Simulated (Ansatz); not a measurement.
# MnFe2N2 (P-3m1) in Ansatz: convergence with wavefunction cutoff

Aim: find how far wavefunction cutoff must go before the results for MnFe2N2 settle, at PBE. This setting moves, with any that are tied to it; all else stays.

All numbers are computed with Ansatz 0.2.0; they aren't measurements. Logs are shortened: lines on timing, memory, paths and dates and some standing lists are left out, and cuts for length are marked.

## Step 1: The structure

It takes space group P-3m1 (No. 164, trigonal). The conventional cell has a = 2.894 Å, b = 2.894 Å, c = 6.294 Å, α = 90.00°, β = 90.00°, γ = 120.00°. Around Fe (site symmetry 3m) lie 3 N at 1.85 Å. Mn (site symmetry -3m) has 6 N at 2.12 Å as nearest neighbours. N (site symmetry 3m) has 3 Fe at 1.85 Å and 3 Mn at 2.12 Å as nearest neighbours.

The cell comes from a database or a generator and needn't be the stable form of this composition.

## Step 2: With wavefunction cutoff 400 eV

Input file input.yaml:

```yaml
crystal:
  lattice:
    - [2.8941413859, 0.0, 0.0]
    - [-1.4470706929, 2.5063999623, 0.0]
    - [0.0, 0.0, 6.2943681112]
  atoms:
    - { symbol: Fe, position: [0.3333333333, 0.6666666667, 0.832802], spin: 3.0 }
    - { symbol: Fe, position: [0.6666666667, 0.3333333333, 0.167198], spin: 3.0 }
    - { symbol: Mn, position: [0.0, 0.0, 0.5], spin: 4.0 }
    - { symbol: "N", position: [0.3333333333, 0.6666666667, 0.293187] }
    - { symbol: "N", position: [0.6666666667, 0.3333333333, 0.706813] }
hamiltonian:
  xc: pbe
  pseudopotentials: { kind: nc }
magnetization:
  spin_polarized: true
kpoints:
  mp_grid: { grid: [9, 9, 4] }
scf:
  occupations: { method: gaussian, width: 0.1 }
output:
  forces: true
  stress: true
  eigenvalues: true
basis:
  ecutwfc: "400 eV"
```

Potentials or basis: Ansatz NC.

Launch:

```bash
$ ansatz run input.yaml --threads 2 --pin off --max-ram 5632MiB --backend cpu --events-out ev --progress --plain --runs-dir out
```

It took 4.9 s on 2 threads of Arm Neoverse V2, shared host; peak memory 0.31 GiB.

What came out:

| Quantity | Value |
| --- | --- |
| Free energy | -10458.7635 eV |
| Pressure | 56.2 GPa |
| Largest force | 4.377 eV/Å |
| Band gap on the k mesh | none (metal or under the smearing width) |
| Net moment | 2.21 μB per cell |
| Absolute moment | 2.33 μB per cell |
| Site moments | Fe +0.13; Mn +1.61; N +0.00 μB |

## Step 3: With wavefunction cutoff 500 eV

input.yaml, as its differences from that of step 2:

```diff
@@ -25,2 +25,2 @@
 basis:
-  ecutwfc: "400 eV"
+  ecutwfc: "500 eV"
```

Potentials or basis: Ansatz NC.

Launch:

```bash
$ ansatz run input.yaml --threads 2 --pin off --max-ram 5632MiB --backend cpu --events-out ev --progress --plain --runs-dir out
```

Run time: 6.5 s. Hardware: 2 threads of Arm Neoverse V2, shared host; peak memory 0.35 GiB.

Results:

```
Free energy            : -10597.5375 eV
Pressure               : -41.7 GPa
Largest force          : 1.474 eV/Å
Band gap on the k mesh : none (metal or under the smearing width)
Net moment             : 2.54 μB per cell
Absolute moment        : 2.82 μB per cell
Site moments           : Fe +0.08; Mn +2.17; N -0.03 μB
```

## Step 4: With wavefunction cutoff 600 eV

input.yaml, as its differences from that of step 3:

```diff
@@ -25,2 +25,2 @@
 basis:
-  ecutwfc: "500 eV"
+  ecutwfc: "600 eV"
```

Launch:

```bash
$ ansatz run input.yaml --threads 2 --pin off --max-ram 5632MiB --backend cpu --events-out ev --progress --plain --runs-dir out
```

Wall time 7.1 s (2 threads of Arm Neoverse V2, shared host); peak memory 0.38 GiB.

Results:

```yaml
Free_energy: -10669.6617 eV
Pressure: -0.5 GPa
Largest_force: 1.725 eV/Å
Band_gap_on_the_k_mesh: none (metal or under the smearing width)
Net_moment: 2.55 μB per cell
Absolute_moment: 2.81 μB per cell
Site_moments: Fe +0.11; Mn +2.16; N -0.03 μB
```

## Step 5: With wavefunction cutoff 700 eV

input.yaml, as its differences from that of step 4:

```diff
@@ -25,2 +25,2 @@
 basis:
-  ecutwfc: "600 eV"
+  ecutwfc: "700 eV"
```

Launch:

```bash
$ ansatz run input.yaml --threads 2 --pin off --max-ram 5632MiB --backend cpu --events-out ev --progress --plain --runs-dir out
```

It took 8.8 s on 2 threads of Arm Neoverse V2, shared host; peak memory 0.42 GiB.

What came out:

```
Free energy            : -10705.1933 eV
Pressure               : -12.2 GPa
Largest force          : 0.826 eV/Å
Band gap on the k mesh : none (metal or under the smearing width)
Net moment             : 2.63 μB per cell
Absolute moment        : 2.93 μB per cell
Site moments           : Fe +0.10; Mn +2.30; N -0.03 μB
```

## Step 6: With wavefunction cutoff 850 eV

input.yaml, as its differences from that of step 5:

```diff
@@ -25,2 +25,2 @@
 basis:
-  ecutwfc: "700 eV"
+  ecutwfc: "850 eV"
```

Potentials or basis: Ansatz NC.

Launch:

```bash
$ ansatz run input.yaml --threads 2 --pin off --max-ram 5632MiB --backend cpu --events-out ev --progress --plain --runs-dir out
```

Wall time 10 s (2 threads of Arm Neoverse V2, shared host); peak memory 0.49 GiB.

It converged, with:

```yaml
Free_energy: -10724.3630 eV
Pressure: -0.6 GPa
Largest_force: 0.254 eV/Å
Band_gap_on_the_k_mesh: none (metal or under the smearing width)
Net_moment: 2.68 μB per cell
Absolute_moment: 2.99 μB per cell
Site_moments: Fe +0.09; Mn +2.39; N -0.03 μB
```

## Step 7: With wavefunction cutoff 1000 eV

input.yaml, as its differences from that of step 6:

```diff
@@ -25,2 +25,2 @@
 basis:
-  ecutwfc: "850 eV"
+  ecutwfc: "1000 eV"
```

Launch:

```bash
$ ansatz run input.yaml --threads 2 --pin off --max-ram 5632MiB --backend cpu --events-out ev --progress --plain --runs-dir out
```

Wall time 17 s (2 threads of Arm Neoverse V2, shared host); peak memory 0.56 GiB.

The run converged. Its results:

- Free energy: -10728.1566 eV
- Pressure: -2.5 GPa
- Largest force: 0.086 eV/Å
- Band gap on the k mesh: none (metal or under the smearing width)
- Net moment: 2.69 μB per cell
- Absolute moment: 3.01 μB per cell
- Site moments: Fe +0.09; Mn +2.40; N -0.03 μB

## Step 8: With wavefunction cutoff 1200 eV

input.yaml, as its differences from that of step 7:

```diff
@@ -25,2 +25,2 @@
 basis:
-  ecutwfc: "1000 eV"
+  ecutwfc: "1200 eV"
```

Launch:

```bash
$ ansatz run input.yaml --threads 2 --pin off --max-ram 5632MiB --backend cpu --events-out ev --progress --plain --runs-dir out
```

Run time: 16 s. Hardware: 2 threads of Arm Neoverse V2, shared host; peak memory 0.67 GiB.

The run converged. Its results:

| Quantity | Value |
| --- | --- |
| Free energy | -10728.6305 eV |
| Pressure | -2.0 GPa |
| Largest force | 0.081 eV/Å |
| Band gap on the k mesh | none (metal or under the smearing width) |
| Net moment | 2.69 μB per cell |
| Absolute moment | 3.00 μB per cell |
| Site moments | Fe +0.09; Mn +2.40; N -0.03 μB |

## Step 9: With wavefunction cutoff 1400 eV

input.yaml, as its differences from that of step 8:

```diff
@@ -25,2 +25,2 @@
 basis:
-  ecutwfc: "1200 eV"
+  ecutwfc: "1400 eV"
```

Potentials or basis: Ansatz NC.

Launch:

```bash
$ ansatz run input.yaml --threads 2 --pin off --max-ram 5632MiB --backend cpu --events-out ev --progress --plain --runs-dir out
```

It took 20 s on 2 threads of Arm Neoverse V2, shared host; peak memory 0.78 GiB.

It converged, with:

```yaml
Free_energy: -10728.6366 eV
Pressure: -2.0 GPa
Largest_force: 0.081 eV/Å
Band_gap_on_the_k_mesh: none (metal or under the smearing width)
Net_moment: 2.69 μB per cell
Absolute_moment: 3.00 μB per cell
Site_moments: Fe +0.09; Mn +2.40; N -0.03 μB
```

## Step 10: With wavefunction cutoff 1700 eV

input.yaml, as its differences from that of step 9:

```diff
@@ -25,2 +25,2 @@
 basis:
-  ecutwfc: "1400 eV"
+  ecutwfc: "1700 eV"
```

Potentials or basis: Ansatz NC.

Launch:

```bash
$ ansatz run input.yaml --threads 2 --pin off --max-ram 5632MiB --backend cpu --events-out ev --progress --plain --runs-dir out
```

Output:

```text
Warning: RAYON_NUM_THREADS=2 ignored (pool sized by the plan → 2); use --threads N
Engine: ansatz 0.2.0, aarch64-unknown-linux-gnu
Pseudopotentials: kind: nc
Pseudopotential: Fe, nc, valence charge 16, recommended cutoff 1224.512381 eV (normal), Fe.nc.azcp
Pseudopotential: Mn, nc, valence charge 15, recommended cutoff 1306.14654 eV (normal), Mn.nc.azcp
Pseudopotential: N, nc, valence charge 5, recommended cutoff 1240 eV (normal), N.nc.azcp
Functional definition: PBE
  parameter kappa = 0.804
  parameter beta = 0.06672455060314922
  exchange = pbe_x(kappa = kappa, mu = beta*pi^2/3)
  correlation = pbe_c(beta = beta)
Crystal: 5 atoms, lattice volume = 45.659 Å³
Basis set: ecut = 1700 eV, 7291 PW (Γ), exchange–correlation on 80×80×180 points (8 copies of the dense FFT grid, shifted against one another)
Bands: 41, of which v1, the nominal top of the filled ones, is band 29 counted from 1 (28 counted from 0)
Symmetry: 12 space group operations
Space group: P-3m1 (ITA 164), of the structure as read, at distance tolerance 3.6e-5 Å
Magnetic group: BNS 164.85 (UNI 1315), of the structure as read, at distance tolerance 3.6e-5 Å
k-points: 43 of 324
Non-local potential: Fe, projectors of the file, l = 0: 2, l = 1: 2, l = 2: 2
Non-local potential: Mn, projectors of the file, l = 0: 2, l = 1: 2, l = 2: 2
Non-local potential: N, projectors of the file, l = 0: 2, l = 1: 2
Initial density: superposition of atomic densities (chi_scale 0.1, normalization cell, long waves kept (reshape's long-wave potential 0.03 eV rms))
Starting moments: Σ|m| = 10 μB on 3 of 5 sites
Initial wavefunctions: pseudopotential atomic-orbital guess
Functional: x = pbe(κ = 0.804, μ = 0.2195149727645171), c = pbe(β = 0.06672455060314922)
SCF iter   1: F=—  HF=-10728.097025 eV  |F-HF|=—  |Δ(HF+E_count)|=         —  Δρ=1.47e-1 (↑1.24e-1 ↓1.47e-1)  dr2=9.79e0  dr2_m=5.60e0  M=7.012 μB ∫|m|=7.100 μB  β_m=0.30  ethr=3.10e-3  ⟨swp⟩=6.4  Hψ=13850  notcnv=0  defer=32
preconditioner: auto → Kerker (q_TF=auto, 2.831 Å⁻¹)  [metal: Δε(μ)=0.003 eV  Ē_g=10.558 eV  σ=0.100 eV  W_gap=0.02  n_scr=22 (ndim 8)  ℏωp=31.6 eV  f_vac=0.000  D(μ)=6.00/eV (n_scr^D=92)]
spin=Collinear: Kerker preconditioning applied to the charge; magnetization (m = ρ↑ − ρ↓) channel mixes plain (no charge-response kernel on spin).
[... 18 lines left out ...]
iter 18 met the thresholds in force, and the SCF goes on: an eigenvalue changes by 0.56 meV, over its tolerance of 0.50 meV (output.eigenvalues, Limitations)
SCF iter  18: F=-10728.638998 eV  HF=-10728.638998 eV  |F-HF|=8.79e-9  |Δ(HF+E_count)|=  9.08e-10  Δρ=2.65e-6 (↑2.65e-6 ↓2.12e-6)  dr2=9.66e-9  dr2_m=9.69e-10  M=2.691 μB ∫|m|=3.004 μB  β_m=1.00  ethr=1.37e-10  ⟨swp⟩=2.0  Hψ=9456  notcnv=0
Mixer restart at iter 18: flushing history
SCF iter  19: F=-10728.638994 eV  HF=-10728.638998 eV  |F-HF|=4.09e-6  |Δ(HF+E_count)|=   1.83e-7  Δρ=3.82e-5 (↑3.54e-5 ↓3.82e-5)  dr2=4.23e-6  dr2_m=1.82e-8  M=2.691 μB ∫|m|=3.004 μB  β_m=1.00  ethr=1.69e-11  ⟨swp⟩=3.1  Hψ=6139  notcnv=0  κ⁻¹=1.0e0(r=1)
SCF iter  20: F=-10728.638998 eV  HF=-10728.638998 eV  |F-HF|=2.50e-9  |Δ(HF+E_count)|=   1.83e-7  Δρ=1.82e-6 (↑1.82e-6 ↓9.73e-7)  dr2=2.75e-9  dr2_m=2.06e-10  M=2.691 μB ∫|m|=3.004 μB  ethr=1.69e-11  ⟨swp⟩=2.0  Hψ=12025  notcnv=0
SCF 1 converged in 20 iterations: F = -10728.638998 eV  dr2 = 2.75e-9
SCF converged after 20 iterations
an eigenvalue changed by more than its tolerance at an iteration that met the thresholds in force, so the SCF went on 2 times, its first undamped step at iteration 18: the last check found none over its tolerance
Magnetization: 2.6907 μB (29.8453 up, 27.1547 down)
Absolute magnetization: 3.0037 μB (∫|ρ↑−ρ↓|)
Spin contamination: 0.2658 ħ² per cell (⟨S²⟩ above its minimum at these occupations)
Per-site moments (μB) at R_I (Å): [(0.08818315143599949, 0.7629466738387383), (0.08818315143599947, 0.7629466738387382), (2.3994439096127347, 0.8737398332990942), (-0.031137241073633363, 0.7629466738387382), (-0.031137241073633404, 0.7629466738387383)]
Free energy (F): -10728.638998 eV
Harris-Foulkes:  -10728.638998 eV  (|F-HF|=2.50e-9)
Internal energy: -10728.621584 eV  (E = F + TS)
E sigma→0 (E₀):  -10728.630291 eV
Entropy (-TS):   -0.017413 eV (-3.483 meV/atom)
Fermi energy:    17.969956 eV
--- Per-component energies (eV) ---
  E_band       = -587.130493
  E_kinetic    = 4847.271148
  E_local      = -8335.185765  (includes V_loc(G=0)·N_el)
  E_nonlocal   = -601.979062
  E_hartree    = 2584.678003
  E_xc         = -2080.475046
  E_vxc        = -1666.590132  (∫ρ·V_xc dr)
  E_ewald      = -7142.930862
  E_smearing   = -0.017413  (= −TS)
  E_closure    = 0.000000  (closes the sum)
  Σ components = -10728.638998   (vs F -10728.638998, Δ=0.00e0)
--- Forces (eV/Å), atoms counted from 1 ---
  atom   1  Fe    -0.00000000     0.00000000    -0.08130748
  atom   2  Fe     0.00000000     0.00000000     0.08130748
  atom   3  Mn     0.00000000    -0.00000000     0.00000000
  atom   4  N      0.00000000    -0.00000000     0.02533428
  atom   5  N     -0.00000000     0.00000000    -0.02533428
  max |Σ_I F_I| component: 1.39e-16 eV/Å
--- Stress (GPa, compression-positive) ---
       -1.810172       0.000000      -0.000000
        0.000000      -1.810172       0.000000
       -0.000000      -0.000000      -2.245435
  P = ⅓ Tr σ = -1.9553 GPa (-19.553 kbar)
--- Band table (eV; the first three rows and the last of 86) ---
  k-point 0 ↑: bands = ["-69.2626", "-69.2461", "-63.0867", "-35.3940", "-35.3940", "-35.3737", "-35.3737", "-35.2906", "-35.1950", "-32.0237", "-31.8509", "-31.8509", "-0.0249", "1.0737", "9.0361", "11.6630", "11.6630", "12.1315", "12.4065", "12.4065", "14.7827", "14.9344", "14.9344", "15.8318", "16.1921", "16.1921", "16.8468", "16.8468", "17.1804", "17.1804", "18.8394", "19.4154", "20.0809", "20.0809", "21.2698", "21.2698", "24.3254", "24.6335", "30.2467", "30.7478", "33.2266"]
  k-point 1 ↑: bands = ["-69.2626", "-69.2461", "-63.0867", "-35.3941", "-35.3941", "-35.3737", "-35.3737", "-35.2920", "-35.1935", "-32.0238", "-31.8509", "-31.8509", "0.0347", "0.9905", "9.2226", "11.6064", "11.6064", "11.7842", "12.4983", "12.4983", "14.9635", "14.9872", "14.9872", "15.8240", "16.1145", "16.1145", "16.5350", "16.5350", "17.4420", "17.4420", "18.8464", "19.7033", "20.2246", "20.2246", "21.1840", "21.1840", "23.6455", "24.8165", "29.5091", "32.1824", "32.9216"]
  k-point 2 ↑: bands = ["-69.2625", "-69.2461", "-63.0867", "-35.3941", "-35.3941", "-35.3736", "-35.3736", "-35.2933", "-35.1921", "-32.0239", "-31.8509", "-31.8509", "0.1059", "0.8959", "9.4521", "11.4216", "11.5589", "11.5589", "12.5824", "12.5824", "15.0479", "15.0479", "15.1169", "15.8155", "16.0427", "16.0427", "16.3239", "16.3239", "17.5897", "17.5897", "18.8463", "20.0685", "20.3981", "20.3981", "21.0662", "21.0662", "23.0866", "24.8032", "29.2787", "32.6767", "32.6767"]
  k-point 42 ↓: bands = ["-69.1489", "-69.1489", "-60.5781", "-35.3648", "-35.3626", "-35.3626", "-35.3276", "-35.1247", "-35.1247", "-29.3468", "-29.3468", "-29.2854", "1.9008", "1.9008", "10.2437", "11.0146", "11.0146", "11.0890", "12.1653", "12.1653", "14.9655", "16.2483", "16.2483", "16.2968", "16.8680", "16.8680", "17.5574", "18.8527", "18.8527", "19.0186", "19.4235", "19.4734", "19.4734", "20.4654", "20.4654", "24.7623", "24.7623", "25.6401", "27.8422", "28.7381", "28.7381"]
```

It took 43 s on 2 threads of Arm Neoverse V2, shared host; peak memory 0.98 GiB.

What came out:

| Item | Value |
| --- | --- |
| Free energy | -10728.6390 eV |
| Pressure | -2.0 GPa |
| Largest force | 0.081 eV/Å |
| Band gap on the k mesh | none (metal or under the smearing width) |
| Net moment | 2.69 μB per cell |
| Absolute moment | 3.00 μB per cell |
| Site moments | Fe +0.09; Mn +2.40; N -0.03 μB |

## Step 11: Result

| wavefunction cutoff | energy less the tightest run, at zero smearing (meV/atom) | pressure (GPa) | largest force (eV/Å) | absolute moment (μB) | SCF cycles | CPU time (s) | peak memory (GiB) |
| --- | --- | --- | --- | --- | --- | --- | --- |
| 400 eV | 53975.02 | 56.17 | 4.377 | 2.33 | 16 | 9.5 | 0.31 |
| 500 eV | 26220.01 | -41.68 | 1.474 | 2.82 | 20 | 13 | 0.35 |
| 600 eV | 11795.25 | -0.46 | 1.725 | 2.81 | 16 | 14 | 0.38 |
| 700 eV | 4689.11 | -12.21 | 0.826 | 2.93 | 16 | 17 | 0.42 |
| 850 eV | 855.20 | -0.56 | 0.254 | 2.99 | 16 | 20 | 0.49 |
| 1000 eV | 96.47 | -2.46 | 0.086 | 3.01 | 18 | 33 | 0.56 |
| 1200 eV | 1.70 | -1.96 | 0.081 | 3.00 | 18 | 31 | 0.67 |
| 1400 eV | 0.48 | -1.96 | 0.081 | 3.00 | 18 | 38 | 0.78 |
| 1700 eV | 0.00 | -1.96 | 0.081 | 3.00 | 20 | 85 | 0.98 |

Against the tightest run, the energy stays within 1 meV/atom from 1400 eV on; the pressure stays within 0.1 GPa from 1200 eV on; the largest force stays within 0.005 eV/Å from 1000 eV on; the absolute moment stays within 0.02 μB from 850 eV on. The tightest run that finished is the yardstick and may itself not be fully converged.

Caveats: only a ferromagnetic start was run, and an antiferromagnetic order may lie lower in energy.
